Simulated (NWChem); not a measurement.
# [WO4]2− ([WO4]2-) at 3 levels

Aim: a comparison of 3 runs (M06-2X/def2-SVP, M06-2X/def2-SVPD, MP2/def2-SVP) of [WO4]2− ([WO4]2-). 

The calculation is run with NWChem 7.3.0.

## (1) The structure to begin with

[WO4]2−: 5 atoms, total charge -2, spin state singlet. SMILES: `[O]=[W-2](=[O])(=[O])=[O]`. The shape comes from GFN2-xTB, which is rough for such elements, and wasn't checked as a minimum.

Bond lengths: W1–O2 1.803 Å, W1–O3 1.803 Å, W1–O4 1.804 Å, W1–O5 1.803 Å. Angles: O2–W1–O3 109.5°, O2–W1–O4 109.5°, O2–W1–O5 109.5°, O3–W1–O4 109.4°, O3–W1–O5 109.5°, O4–W1–O5 109.5°.

## (2) Energy and forces at M06-2X/def2-SVP (core potential) (run 1)

Contents of o4w.nw:

```
start o4w
title "O4W"
memory stack 880 mb heap 220 mb global 1100 mb
charge -2

geometry units atomic noautosym nocenter noautoz
W  -0.00009449 -0.00126612  0.00024566
O   0.02125942 -0.03530008  3.40812107
O   3.20592037  0.02195862 -1.15517068
O  -1.62013780  2.78934914 -1.09802536
O  -1.60694751 -2.77474156 -1.15518958
end

basis spherical bse
* library def2-SVP
end

ecp bse
W library def2-SVP
end

dft
xc m06-2x
mult 1
grid xfine
convergence energy 1e-08
maxiter 100
mulliken
end

task dft gradient
```

On the command line:

```bash
$ nwchem o4w.nw > o4w.out
```

Output:

```text
[...]
          Wavefunction type:  closed shell.
          No. of atoms     :     5
          No. of electrons :    48
[...]
          Charge           :    -2
          Spin multiplicity:     1
[...]
          AO basis - number of functions:    88
[...]
              XC Information
              --------------
                       M06-2X Method XC Functional
                     Hartree-Fock (Exact) Exchange  0.540
                        M06-2X Exchange Functional  1.000
                      M06-2X Correlation Potential  1.000
[...]
 d= 0,ls=0.0,diis     1   -367.0709906123 -5.68D+02  5.08D-02  4.26D+00     3.5
[...]
 d= 0,ls=0.0,diis    11   -367.6332518708 -5.29D-09  8.55D-07  7.09D-09    34.5
         Total DFT energy =     -367.633251870785
      One electron energy =     -947.117639926795
           Coulomb energy =      421.124370007405
    Exchange-Corr. energy =      -42.097529830953
 Nuclear repulsion energy =      200.457547879559
[...]
      Total Density - Mulliken Population Analysis
     ---------------------------------------------
    Atom       Charge   Shell Charges
 -----------   ------   -------------------------------------------------------
    1 W   14    13.25   0.04 -0.36  1.89  0.48  0.42  0.00  5.62  0.51  0.46  3.12  0.82  0.26
    2 O    8     8.69   1.99  1.06  0.82  2.77  2.04  0.01
    3 O    8     8.69   1.99  1.06  0.82  2.77  2.04  0.01
    4 O    8     8.69   1.99  1.06  0.82  2.77  2.04  0.01
    5 O    8     8.69   1.99  1.06  0.82  2.77  2.04  0.01
[...]
  wavefunction    = closed shell
                         DFT ENERGY GRADIENTS
    atom               coordinates                        gradient
                 x          y          z           x          y          z
   1 W      -0.000094  -0.001266   0.000246   -0.000044  -0.000758   0.000016
   2 O       0.021259  -0.035300   3.408121    0.000129  -0.000089   0.015483
   3 O       3.205920   0.021959  -1.155171    0.014533   0.000250  -0.005233
   4 O      -1.620138   2.789349  -1.098025   -0.007406   0.012876  -0.005099
   5 O      -1.606948  -2.774742  -1.155190   -0.007213  -0.012279  -0.005167
[...]
```

It took 43 s on 1 thread of Intel Xeon Platinum 8488C (Sapphire Rapids), shared host; peak memory 0.15 GiB.

## (3) Energy and forces at M06-2X/def2-SVPD (core potential) (run 2)

Contents of o4w.nw:

```
start o4w
memory 2200 mb
charge -2

geometry units angstroms noautosym nocenter noautoz
   W    -0.000050   -0.000670    0.000130
   O     0.011250   -0.018680    1.803500
   O     1.696500    0.011620   -0.611290
   O    -0.857340    1.476060   -0.581050
   O    -0.850360   -1.468330   -0.611300
end

basis spherical bse
   * library def2-SVPD
end

ecp bse
   W library def2-SVPD
end

dft
   xc m06-2x
   grid fine
   convergence energy 1e-08
   iterations 100
   mulliken
end

task dft gradient
```

On the command line:

```bash
$ nwchem o4w.nw > o4w.out
```

Output:

```text
[...]
          Wavefunction type:  closed shell.
          No. of atoms     :     5
          No. of electrons :    48
[...]
          Charge           :    -2
          Spin multiplicity:     1
[...]
          AO basis - number of functions:   127
[...]
              XC Information
              --------------
                       M06-2X Method XC Functional
                     Hartree-Fock (Exact) Exchange  0.540
                        M06-2X Exchange Functional  1.000
                      M06-2X Correlation Potential  1.000
[...]
 d= 0,ls=0.0,diis     1   -367.0624236836 -5.68D+02  3.61D-02  4.72D+00     4.1
[...]
 d= 0,ls=0.0,diis    11   -367.6916626719 -1.82D-09  7.08D-07  9.86D-09    39.0
         Total DFT energy =     -367.691662671914
      One electron energy =     -945.805995813070
           Coulomb energy =      419.626722753244
    Exchange-Corr. energy =      -41.969951942831
 Nuclear repulsion energy =      200.457562330742
[...]
      Total Density - Mulliken Population Analysis
     ---------------------------------------------
    Atom       Charge   Shell Charges
 -----------   ------   -------------------------------------------------------
    1 W   14    11.68   0.04 -0.36  1.89  0.48  0.26  0.02  5.62  0.44 -0.03 -0.14  3.11  0.11  0.25
    2 O    8     9.08   1.99  1.08  0.80  0.11  2.76  1.94  0.39  0.01  0.02
    3 O    8     9.08   1.99  1.08  0.80  0.11  2.76  1.94  0.39  0.01  0.02
    4 O    8     9.08   1.99  1.08  0.80  0.11  2.76  1.94  0.39  0.01  0.02
    5 O    8     9.08   1.99  1.08  0.80  0.10  2.76  1.94  0.39  0.01  0.02
[...]
  wavefunction    = closed shell
                         DFT ENERGY GRADIENTS
    atom               coordinates                        gradient
                 x          y          z           x          y          z
   1 W      -0.000094  -0.001266   0.000246   -0.000047  -0.000737  -0.000010
   2 O       0.021259  -0.035300   3.408121    0.000104  -0.000037   0.010232
   3 O       3.205920   0.021959  -1.155171    0.009600   0.000220  -0.003439
   4 O      -1.620138   2.789349  -1.098025   -0.004910   0.008550  -0.003394
   5 O      -1.606947  -2.774741  -1.155189   -0.004747  -0.007997  -0.003389
[...]
```

Wall time 52 s (1 thread of Intel Xeon Platinum 8488C (Sapphire Rapids), shared host); peak memory 0.14 GiB.

## (4) Energy and forces at MP2/def2-SVP (core potential) (run 3)

Contents of struct.xyz:

```xyz
5
O4W
W     -0.000050    -0.000670     0.000130
O      0.011250    -0.018680     1.803500
O      1.696500     0.011620    -0.611290
O     -0.857340     1.476060    -0.581050
O     -0.850360    -1.468330    -0.611300
```

Contents of struct.nw:

```
start struct
title "O4W"
memory stack 880 mb heap 220 mb global 1100 mb
charge -2

geometry noautosym nocenter noautoz
 load struct.xyz
end

basis spherical bse
 * library def2-SVP
end

ecp bse
 W library def2-SVP
end

scf
 thresh 1e-08
 maxiter 80
 print low
end

mp2
 freeze core 4
 tight
end

task mp2 gradient
```

On the command line:

```bash
$ nwchem struct.nw > struct.out
```

Output:

```text
[...]
  functions       =    88
[...]
  wavefunction    = RHF
[...]
         Total SCF energy =   -365.616125227736
      One-electron energy =   -946.240073444106
      Two-electron energy =    380.166385885627
 Nuclear repulsion energy =    200.457562330743
        Time for solution =     12.4s
[...]
          Total MP2 energy          -366.770969009858
[...]
                         mp2 ENERGY GRADIENTS
    atom               coordinates                        gradient
                 x          y          z           x          y          z
   1 W      -0.000094  -0.001266   0.000246   -0.000040  -0.000710  -0.000014
   2 O       0.021259  -0.035300   3.408121   -0.000036   0.000158  -0.010266
   3 O       3.205920   0.021959  -1.155171   -0.009699   0.000057   0.003500
   4 O      -1.620138   2.789349  -1.098025    0.004823  -0.008205   0.003200
   5 O      -1.606947  -2.774741  -1.155189    0.004953   0.008700   0.003580
[...]
```

It took 31 s on 1 thread of Intel Xeon Platinum 8488C (Sapphire Rapids), shared host; peak memory 0.39 GiB.

## (5) The series

| run | level | core potential | integration grid | energy (Eh) | HOMO energy (eV) | LUMO energy (eV) | HOMO–LUMO gap (eV) | wall time |
| --- | --- | --- | --- | --- | --- | --- | --- | --- |
| 1 | M06-2X/def2-SVP (core potential) | def2-SVP | xfine | -367.633252 | 1.57 | 10.11 | 8.54 | 43 s |
| 2 | M06-2X/def2-SVPD (core potential) | def2-SVPD | fine | -367.691663 | 0.73 | 8.20 | 7.47 | 52 s |
| 3 | MP2/def2-SVP (core potential) | def2-SVP | – | -366.770969 | – | – | – | 31 s |

## (6) Outcome

```
                                          quantity          value
                               run 3: total energy  -366.77097 Eh
run 3: correlation energy (4 core orbitals frozen)    -1154.8 mEh
                   run 3: largest force on an atom     0.547 eV/Å
```

What this shows: In runs 1, 2 the HOMO lies above zero, so the outermost electron may be held by the basis alone. All runs together took 2.1 min, the longest 52 s.
